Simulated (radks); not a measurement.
**He⁺ in 2p1: an all-electron calculation**

What are the levels of the helium ion He+, how large are its shells, and how does its energy divide?

The numbers are computed with radks (a radial shooting solver on a logarithmic mesh, Libxc functionals) version 1 (non-relativistic Kohn-Sham, PBE, spin-polarised, spherical densities, point nucleus; open shells are filled with parallel spins first), except any that are marked as measured or tabulated.

### 1 The system

| Item | Value |
| --- | --- |
| element | helium (Z = 2) |
| charge | +1 |
| electrons | 1 |
| configuration | 2p1 |

The outer shells:

He⁺
```
2p [↑ ][  ][  ]
```

### 2 Self-consistent calculation

Settings of this run:

```text
Z 2
configuration 2p1
relativity non-relativistic
functional pbe,pbe
spin polarised
nucleus point
```

Started as:

```console
python run_ks.py task.json out
```

This one command runs every case of the session in turn.

Q: Predict the outcome of this run.

As calculated:

| quantity | value |
| --- | --- |
| total energy | -0.50197 hartree |
| exchange-correlation share of it | 36.59 % |
| −T/E | 0.9894 |
| highest occupied level | 2p up, -10.155 eV |
| most extended occupied level | 2p up, <r> = 2.50 bohr |
| radius at density 0.001 e/bohr³ | 3.60 bohr |
| maxima of the radial density | 1 |

**Reading.** The radial density shows 1 maxima for 1 occupied principal shells. This is not the tabulated ground configuration, so its levels and sizes aren't those of the ground state, and no measured value stands beside it.
